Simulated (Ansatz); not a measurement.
# CH4ClFSi: a ladder of functionals and wavefunction methods

An exercise on one series of results from a longer session: the logs are not shown, and one member is left open.

Method: functionals in def2-TZVPP, the program's frozen cores in correlated methods; program: Ansatz 0.2.0, Gaussian basis.

The runs, in order: LDA (SPW92), PBE-D4, revPBE-D4, BLYP-D4, r2SCAN-D4, B97M-V, PBE0-D4, B3LYP-D4, r2SCANh-D4, r2SCAN0-D4, HSE06-D4, BHLYP-D4, CAM-B3LYP-D4, LC-ωPBE, ωB97X-V, ωB97M-V, B2PLYP, PBE-QIDH; CCSD(T)/def2-SVP; CCSD(T)/def2-TZVPP; MP2/def2-QZVPP; extrapolation to the limit; RPA on PBE.

**The geometry**

All runs share one geometry, relaxed beforehand with PBE0-D4 in a triple-zeta def2 set.

SMILES `C[SiH](F)Cl`, 8 atoms, charge 0, spin multiplicity 1.

Atoms are counted from 1 here; the program's logs count them from 0.

Bond lengths: C1–Si2 1.843 Å, C1–H5 1.093 Å, C1–H6 1.092 Å, C1–H7 1.092 Å, Si2–F3 1.594 Å, Si2–Cl4 2.046 Å, Si2–H8 1.477 Å. Angles: Si2–C1–H5 110.3°, Si2–C1–H6 110.4°, Si2–C1–H7 110.5°, H5–C1–H6 108.5°, H5–C1–H7 108.6°, H6–C1–H7 108.4°, C1–Si2–F3 109.4°, C1–Si2–Cl4 110.3°, C1–Si2–H8 114.2°, F3–Si2–Cl4 107.6°, F3–Si2–H8 107.4°, Cl4–Si2–H8 107.7°.

Geometry (Å):

```
C    -0.2767    0.9583    0.0838
Si    0.3640   -0.7618   -0.0842
F     0.8460   -1.2900    1.3402
Cl   -1.1200   -2.0101   -0.7355
H     0.5098    1.6213    0.4532
H    -0.6206    1.3328   -0.8829
H    -1.1150    0.9883    0.7832
H     1.5046   -0.8959   -1.0136
```

Set-up of the first run:

Contents of in.yaml:

```yaml
crystal:
  periodic: [false, false, false]
  atoms:
    - {symbol: C, position_ang: [-0.276704, 0.958286, 0.083845]}
    - {symbol: Si, position_ang: [0.364031, -0.761757, -0.084162]}
    - {symbol: F, position_ang: [0.846026, -1.289980, 1.340201]}
    - {symbol: Cl, position_ang: [-1.119992, -2.010054, -0.735519]}
    - {symbol: H, position_ang: [0.509758, 1.621283, 0.453169]}
    - {symbol: H, position_ang: [-0.620637, 1.332827, -0.882909]}
    - {symbol: H, position_ang: [-1.115029, 0.988254, 0.783163]}
    - {symbol: H, position_ang: [1.504648, -0.895861, -1.013587]}
basis:
  gaussian: {orbitals: def2-TZVPP}
hamiltonian: {xc: lda}
output: {orbitals: {seedname: orbitals}}
```

Steps of the session up to this table: LDA; PBE-D4 (GGA); revPBE-D4 (GGA); BLYP-D4 (GGA); r2SCAN-D4 (meta-GGA); B97M-V (meta-GGA); PBE0-D4 (hybrid); B3LYP-D4 (hybrid); r2SCANh-D4 (hybrid); r2SCAN0-D4 (hybrid); HSE06-D4 (hybrid); BHLYP-D4 (hybrid); CAM-B3LYP-D4 (range-separated); LC-ωPBE-D4 (range-separated; the results give it without D4); ωB97X-V (range-separated); ωB97M-V (range-separated); B2PLYP (double hybrid); PBE-QIDH (double hybrid).

One of the session's tables, all rows but one given; the rest of the session is left out.

It belongs to the step «Frontier levels by functional». 

| functional | HOMO (eV) | LUMO (eV) | gap (eV) |
| --- | --- | --- | --- |
| LDA (SPW92) | -7.68 | -0.47 | 7.21 |
| PBE-D4 | -7.58 | -0.20 | 7.38 |
| revPBE-D4 | -7.54 | -0.08 | 7.46 |
| BLYP-D4 | -7.46 | -0.06 | 7.40 |
| r2SCAN-D4 | -7.93 | 0.25 | 8.18 |
| B97M-V | -8.03 | 0.11 | 8.14 |
| PBE0-D4 | -8.97 | 0.71 | 9.67 |
| B3LYP-D4 | -8.73 | 0.49 | 9.22 |
| r2SCANh-D4 | -8.44 | 0.55 | 8.98 |
| r2SCAN0-D4 | -9.20 | 0.99 | 10.18 |
| HSE06-D4 | ? | ? | ? |
| BHLYP-D4 | -10.26 | 1.61 | 11.86 |
| CAM-B3LYP-D4 | -10.36 | 1.72 | 12.08 |
| LC-ωPBE | -11.74 | 2.92 | 14.67 |
| ωB97X-V | -11.38 | 2.79 | 14.17 |
| ωB97M-V | -11.21 | 2.46 | 13.66 |

Estimate the missing values for HSE06-D4.

As computed: HOMO (eV): -8.56; LUMO (eV): 0.33; gap (eV): 8.89. In the column «HOMO (eV)» it lies between B3LYP-D4 (-8.73) and r2SCANh-D4 (-8.44).
